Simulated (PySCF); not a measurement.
# IrBr₃: quintet, from a trigonal pyramidal start

Aim: relax IrBr₃ as a quintet from a hand-made trigonal pyramidal geometry, check by its vibrations whether the end is a minimum, and collect its spectrum and constants.

Program: PySCF 2.14.0. Level of theory: PBE0, basis Ir def2-TZVP with ECP60, Br def2-TZVP, scalar-relativistic core potentials, no spin–orbit coupling, density fitting. These are calculated values, not measurements.

**1. Where the work starts**

4 atoms, charge 0, spin multiplicity 5.

Bond lengths: Ir1–Br2 2.360 Å, Ir1–Br3 2.360 Å, Ir1–Br4 2.360 Å. Angles: Br2–Ir1–Br3 99.8°, Br2–Ir1–Br4 99.8°, Br3–Ir1–Br4 99.8°.

Coordinates in bohr (charge 0 multiplicity 5):
```
Ir    0.0000    0.0000    0.0000
Br    3.9378    0.0000    2.0938
Br   -1.9689    3.4102    2.0938
Br   -1.9689   -3.4102    2.0938
```

**2. Finding the electronic state**

The steps below are one call of a driver around PySCF. For each, scf.py gives the equivalent set-up of the SCF; relaxations use the driver's own optimiser. After this first run the driver tries any further starts and a stability analysis.

Contents of scf.py:

```python
from pyscf import gto, scf, dft
mol = gto.M(atom='''
Ir     0.000000     0.000000     0.000000
Br     2.083800     0.000000     1.108000
Br    -1.041900     1.804600     1.108000
Br    -1.041900    -1.804600     1.108000''',
    basis={'Ir': 'def2-TZVP', 'Br': 'def2-TZVP'},
    ecp={'Ir': 'def2-TZVP'},
    charge=0, spin=4)
mf = dft.UKS(mol, xc='PBE0')
mf.grids.atom_grid = (50, 194)
aux = {'Ir': 'def2-universal-JKFIT', 'Br': 'def2-universal-JKFIT'}
mf = mf.density_fit(auxbasis=aux)
mf.conv_tol = 1e-08
mf.diis_space = 10
mf.max_cycle = 60
mf.init_guess = 'minao'
mf.verbose = 4
mf.kernel()
```

Launch:

```bash
OMP_NUM_THREADS=8 python axn.py task.json out
```

Further steps of the session: Relaxing the quintet from the trigonal pyramidal start; Hessian and properties.

What does the calculation give? Wanted: minimum; geometry; wavenumbers; dipole moment; highest occupied, lowest empty level; polar-tensor charge of Ir1; zero-point energy; atomisation energy; ⟨S²⟩.

The runs gave:

| quantity | value |
| --- | --- |
| minimum | quintet, D3h |
| geometry | Ir–Br 2.361 Å (×3); Br–Ir–Br 120.0° (×3) |
| wavenumbers (cm⁻¹) | 45 (e'), 57 (a2''), 237 (a1'), 265 (e') |
| dipole moment | 0.00 D |
| highest occupied, lowest empty level (either spin) | -7.44, -4.95 eV |
| polar-tensor charge of Ir1 | +1.16 e |
| zero-point energy | 5.5 kJ/mol |
| entropy at 298.15 K | 397.6 J/(mol K) |
| atomisation energy (no zero-point energy) | 860 kJ/mol |
| ⟨S²⟩ | 6.013 |

In words: The trigonal pyramidal start (C3v) ends in a minimum of D3h symmetry. In the infrared the band at 265 cm⁻¹ (e', stretch) leads. Ir1 has a polar-tensor charge of +1.2 e (a dipole derivative, not a static charge), yet symmetry cancels the bond dipoles. Most of the spin sits on Ir1 (Mulliken spin 2.52, against 4 for the whole molecule). Only this shape and spin were tried, so other structures or states may lie lower. One determinant may miss the lowest occupation of an open d or f shell. With an element this heavy the missing spin–orbit coupling can shift these numbers.
